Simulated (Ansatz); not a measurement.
I need a single point of MnCo3C, space group Pm-3m. Use Ansatz 0.2.0, Python API. Use: PBEsol, PAW, cutoff 435 eV, 5×5×5 k-points, cold smearing of 0.05 eV, collinear spin.

```
CELL_PARAMETERS angstrom
3.75434 0.00000 0.00000
0.00000 3.75434 0.00000
0.00000 0.00000 3.75434
ATOMIC_POSITIONS crystal
Mn 0.50000 0.50000 0.50000
Co 0.50000 0.00000 0.00000
Co 0.00000 0.50000 0.00000
Co 0.00000 0.00000 0.50000
C 0.00000 0.00000 0.00000
```

`mnco3c.py`
```python
"""Self-consistent field of MnCo3C at the given structure."""

import ansatz as az
import numpy as np
from pymatgen.core import Structure

mnco3c = (
    az.Lattice.cubic(3.754344)
    .space_group(221)
    .atom("Mn", (0.5, 0.5, 0.5))
    .atom("Co", (0.5, 0.0, 0.0))
    .atom("C", (0.0, 0.0, 0.0))
    .moments(Mn=2.8, Co=1.8)
)

# the calculation
model = mnco3c.calculation()
model = model.occupations(az.OccupationsMethod.COLD, width=50 * az.meV).basis(16 * az.Ha)
model = model.spin(az.SpinTreatment.COLLINEAR)
model = model.functional("pbesol").kpoints(mesh=(5, 5, 5), center="gamma")
model = model.initial_density(normalization="atom")
model = model.density()
model = model.cutoff_correction(756)
def show(event):
    row = event["data"]
    if event["event"] == "scf_iter" and row.get("harris_foulkes_ev") is not None:
        print(f"  iteration {row['iter']:3d}  Harris-Foulkes {row['harris_foulkes_ev']:.5f} eV  residual {row['dr2_ev']:.2e}")


outcome = model.session().plan().execute(on_event=show)
r = outcome.report

for key in ("converged", "n_iterations", "n_electrons", "n_kpoints", "n_pw", "n_symmetry_ops", "free_energy_ev", "fermi_energy_ev"):
    print(f"{key:18s} {r[key]}")

print(f"net moment {r['magnetization_mub']:.3f} muB, absolute {r['absolute_magnetization_mub']:.3f} muB")
for index, (site, m) in enumerate(zip(outcome.lattice.sites, r["site_moments_mub"])):
    print(f"  {index:2d} {site.symbol:2s} {m:7.3f}")

rho = outcome.density()
up, down = (channel.density_e_per_ang3 for channel in rho.channels)
voxel = rho.cell_volume_ang3 / up.size
print([str(channel.component) for channel in rho.channels], rho.dims)
print(f"integral of up - down {np.sum(up - down) * voxel:.4f}, of its modulus {np.sum(np.abs(up - down)) * voxel:.4f} muB on the grid")
print(f"spin density from {np.min(up - down):.4f} to {np.max(up - down):.4f} e/A^3")

# estimate of what a larger basis would gain, without a second SCF
estimate = r.get("cutoff_correction")
if estimate:
    print("towards {} eV the energy would change by {:.2f} meV/atom".format(estimate["reference_ecutwfc_ev"], 1000 * estimate["energy_ev"] / len(outcome.lattice.sites)))

final = Structure(outcome.lattice.cell_ang, [s.symbol for s in outcome.lattice.sites], [s.position_frac for s in outcome.lattice.sites])
# count neighbours out to a fixed multiple of the shortest distance
for index, (site, neighbours) in enumerate(zip(final, final.get_all_neighbors(5.5))):
    first = min(n.nn_distance for n in neighbours)
    shell = [n for n in neighbours if n.nn_distance < 1.15 * first]
    mean = sum(n.nn_distance for n in shell) / len(shell)
    print(f"atom {index} {site.specie.symbol}: {len(shell)} neighbours within 1.15 of the shortest distance, mean {mean:.3f} A")
```

`python mnco3c.py` gives:
```text
  iteration   1  Harris-Foulkes -19394.62880 eV  residual 1.30e+01
  iteration   2  Harris-Foulkes -19390.90780 eV  residual 1.93e+00
  iteration   3  Harris-Foulkes -19392.17703 eV  residual 4.39e-01
  iteration   4  Harris-Foulkes -19393.67584 eV  residual 5.63e-01
  iteration   5  Harris-Foulkes -19394.09143 eV  residual 1.41e-01
  iteration   6  Harris-Foulkes -19394.07398 eV  residual 1.15e-01
  iteration   7  Harris-Foulkes -19394.10532 eV  residual 5.57e-02
  iteration   8  Harris-Foulkes -19394.09706 eV  residual 8.05e-04
  iteration   9  Harris-Foulkes -19394.09691 eV  residual 3.73e-04
  iteration  10  Harris-Foulkes -19394.09689 eV  residual 1.47e-04
  iteration  11  Harris-Foulkes -19394.09686 eV  residual 3.66e-05
  iteration  12  Harris-Foulkes -19394.09346 eV  residual 6.62e-05
  iteration  13  Harris-Foulkes -19394.09352 eV  residual 8.20e-04
  iteration  14  Harris-Foulkes -19394.09348 eV  residual 2.66e-04
  iteration  15  Harris-Foulkes -19394.09347 eV  residual 3.58e-06
  iteration  16  Harris-Foulkes -19394.09347 eV  residual 5.61e-07
  iteration  17  Harris-Foulkes -19394.09347 eV  residual 3.56e-08
  iteration  18  Harris-Foulkes -19394.09347 eV  residual 4.39e-07
  iteration  19  Harris-Foulkes -19394.09347 eV  residual 1.90e-07
  iteration  20  Harris-Foulkes -19394.09347 eV  residual 1.81e-08
converged          True
n_iterations       20
n_electrons        70.0
n_kpoints          10
n_pw               1045
n_symmetry_ops     48
free_energy_ev     -19394.09346823523
fermi_energy_ev    16.778546048181973
net moment 5.993 muB, absolute 6.279 muB
   0 Mn   3.692
   1 Co   0.734
   2 Co   0.734
   3 Co   0.734
   4 C   -0.026
['up', 'down'] (27, 27, 27)
integral of up - down 5.9930, of its modulus 6.2787 muB on the grid
spin density from -0.0230 to 7.0715 e/A^3
towards 756.0 eV the energy would change by -2.67 meV/atom
atom 0 Mn: 12 neighbours within 1.15 of the shortest distance, mean 2.655 A
atom 1 Co: 2 neighbours within 1.15 of the shortest distance, mean 1.877 A
atom 2 Co: 2 neighbours within 1.15 of the shortest distance, mean 1.877 A
atom 3 Co: 2 neighbours within 1.15 of the shortest distance, mean 1.877 A
atom 4 C: 6 neighbours within 1.15 of the shortest distance, mean 1.877 A
```

The settings weren't tested for convergence. The magnetic order follows from the starting moments and needn't be the lowest. For a metal this k-point mesh is coarse: on a finer one energies can move by several to tens of meV an atom and pressures by half a GPa or more, differences at one mesh by less. The zero of the levels is a convention of the potentials, so an absolute Fermi energy is no work function. Grid values close to the nuclei reflect the PAW or pseudopotential construction, not the all-electron fields. The structure comes from a database of computed cells and needn't be a stable or known phase. Wall time of the script: 9.4 s on 1 thread of Arm Neoverse V2, with other jobs on the host, peak memory 0.49 GiB.

(Lines on the test bed's own set-up are left out of the output.)
